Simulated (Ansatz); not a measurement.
# ErC: the cost of one run

Program: Ansatz 0.2.0. Level of theory: DFT PBE+U (U_eff = 6 eV on Er 4f), scalar-relativistic, plane waves, PAW. These are calculated values, not measurements.

2 further runs of the same task are left out: 2 that didn't finish. Runs told in other sessions of the task aren't counted.

## (1) The system as given

The structure is cubic, space group F-43m (No. 216). The conventional cell has a = 5.405 Å, b = 5.405 Å, c = 5.405 Å, α = 90.00°, β = 90.00°, γ = 90.00°. Er (site symmetry -43m) is surrounded by 4 C at 2.34 Å. Around C (site symmetry -43m) lie 4 Er at 2.34 Å.

Structure file:

```cif
data_structure
_symmetry_space_group_name_H-M 'F-43m'
_symmetry_Int_Tables_number 216
_cell_length_a 5.4054
_cell_length_b 5.4054
_cell_length_c 5.4054
_cell_angle_alpha 90.000
_cell_angle_beta 90.000
_cell_angle_gamma 90.000
_cell_volume 157.94
loop_
_atom_site_label
_atom_site_type_symbol
_atom_site_symmetry_multiplicity
_atom_site_Wyckoff_symbol
_atom_site_fract_x
_atom_site_fract_y
_atom_site_fract_z
_atom_site_occupancy
Er1 Er 4 a 0.00000 0.00000 0.00000 1
C1 C 4 d 0.25000 0.25000 0.75000 1
```

Starting moments: Er 3.00 μB.

## (2) A coarse mesh, to find the state of the open shells

input.yaml reads:

```yaml
crystal:
  lattice:
    - [0.0, 2.7026920801, 2.7026920801]
    - [2.7026920801, 0.0, 2.7026920801]
    - [2.7026920801, 2.7026920801, 0.0]
  atoms:
    - { symbol: Er, position: [0.0, 0.0, 0.0], spin: 3.0 }
    - { symbol: C, position: [0.25, 0.25, 0.25] }
basis:
  ecutwfc: 420
  ecutrho_ratio: 4
kpoints:
  mp_grid: { grid: [5, 5, 5] }
hamiltonian:
  xc: pbe
  hubbard: { sites: [{ species: Er, l: f, u_eff: 6.0 }] }
scf:
  occupations: { method: gaussian, width: 0.05 }
output:
  forces: true
  stress: true
  eigenvalues: true
  populations: true
  hubbard: { sites: [{ species: Er, l: f }] }
magnetization:
  spin_polarized: true
```

The run is started by

```bash
$ ansatz run input.yaml --threads 2 --pin off --max-ram 2662MiB --backend cpu --events-out ev --progress --plain --runs-dir out
```

What time and memory should one allow on 2 threads of Arm Neoverse V2, shared host?

About 4.8 s, with a peak of 0.35 GiB.
